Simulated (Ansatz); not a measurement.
# FH5SSi2: one species, many methods

Aim: compute FH5SSi2 with functionals from several rungs and with coupled cluster, and see how far each lands from CCSD(T) at the basis-set limit for the atomisation energy.

Method: functionals in def2-TZVPP, the program's frozen cores in correlated methods; program: Ansatz 0.2.0, Gaussian basis.

The runs, in order: PBE-D4, r2SCAN-D4, PBE0-D4, B3LYP-D4, ωB97X-V, ωB97M-V, B2PLYP; CCSD(T)/def2-TZVPP; MP2/def2-QZVPP; extrapolation to the limit.

**1. Structure used throughout**

All runs share one geometry, relaxed beforehand with PBE0-D4 in a triple-zeta def2 set.

SMILES `F[SiH2]S[SiH3]`, 9 atoms, charge 0, spin multiplicity 1.

Atoms are counted from 1 here; the program's logs count them from 0.

Bond lengths: F1–Si2 1.594 Å, Si2–S3 2.123 Å, Si2–H5 1.481 Å, Si2–H6 1.481 Å, S3–Si4 2.141 Å, Si4–H7 1.485 Å, Si4–H8 1.485 Å, Si4–H9 1.481 Å. Angles: F1–Si2–S3 106.6°, F1–Si2–H5 108.3°, F1–Si2–H6 108.3°, S3–Si2–H5 111.3°, S3–Si2–H6 111.3°, H5–Si2–H6 110.9°, Si2–S3–Si4 97.4°, S3–Si4–H7 110.9°, S3–Si4–H8 110.9°, S3–Si4–H9 105.5°, H7–Si4–H8 108.8°, H7–Si4–H9 110.4°, H8–Si4–H9 110.3°.

**2. PBE-D4 (GGA)**

File in.yaml:

```yaml
crystal:
  periodic: [false, false, false]
  atoms:
    - {symbol: F, position_ang: [-1.923232, 2.383409, 0.314631]}
    - {symbol: Si, position_ang: [-0.638944, 1.443123, 0.227060]}
    - {symbol: S, position_ang: [-1.346240, -0.510119, -0.209875]}
    - {symbol: Si, position_ang: [0.555971, -1.492856, -0.229472]}
    - {symbol: H, position_ang: [0.237151, 1.952614, -0.853041]}
    - {symbol: H, position_ang: [0.057395, 1.482163, 1.533824]}
    - {symbol: H, position_ang: [1.232179, -1.364232, 1.086235]}
    - {symbol: H, position_ang: [1.437125, -0.921888, -1.279509]}
    - {symbol: H, position_ang: [0.262695, -2.914713, -0.520953]}
basis:
  gaussian: {orbitals: def2-TZVPP}
hamiltonian: {xc: pbe, dispersion: d4}
output: {forces: true, orbitals: {seedname: orbitals}}
```

The runs that follow: r2SCAN-D4 (meta-GGA); PBE0-D4 (hybrid); B3LYP-D4 (hybrid); ωB97X-V (range-separated); ωB97M-V (range-separated); B2PLYP (double hybrid); CCSD(T) in def2-TZVPP; MP2 in def2-QZVPP.

**Question.** What will the summary of the whole plan be? Wanted: atomisation energy, CCSD(T)/CBS; farthest; mean size of error, hybrid; mean size of error, range-separated; gap, smallest and largest; T1 diagnostic; triples share of the correlation energy.

The runs gave:

```
                               quantity                                 value
        atomisation energy, CCSD(T)/CBS                         2896.3 kJ/mol
 functionals within 14.5 kJ/mol (0.5 %)           r2SCAN-D4, ωB97X-V, ωB97M-V
                               farthest                 B2PLYP (-60.0 kJ/mol)
             mean size of error, hybrid                           43.1 kJ/mol
    mean size of error, range-separated                            7.9 kJ/mol
              gap, smallest and largest  5.02 eV (PBE-D4), 11.49 eV (ωB97X-V)
                          T1 diagnostic                                0.0115
triples share of the correlation energy                                 3.4 %
```

PBE-D4 is off by -35.5 kJ/mol. Double hybrids carry the basis error of their MP2 part in triple zeta, and no dispersion term here, so their miss is partly the set-up's. The reference freezes the cores and leaves out relativity and excitations past (T), so misses under about 14.5 kJ/mol can't be ranked. Hartree-Fock recovers 75 % of the binding; the rest is correlation. The gap grows from 5.0 to 11.5 eV across the functionals, mostly with the share of exact exchange.
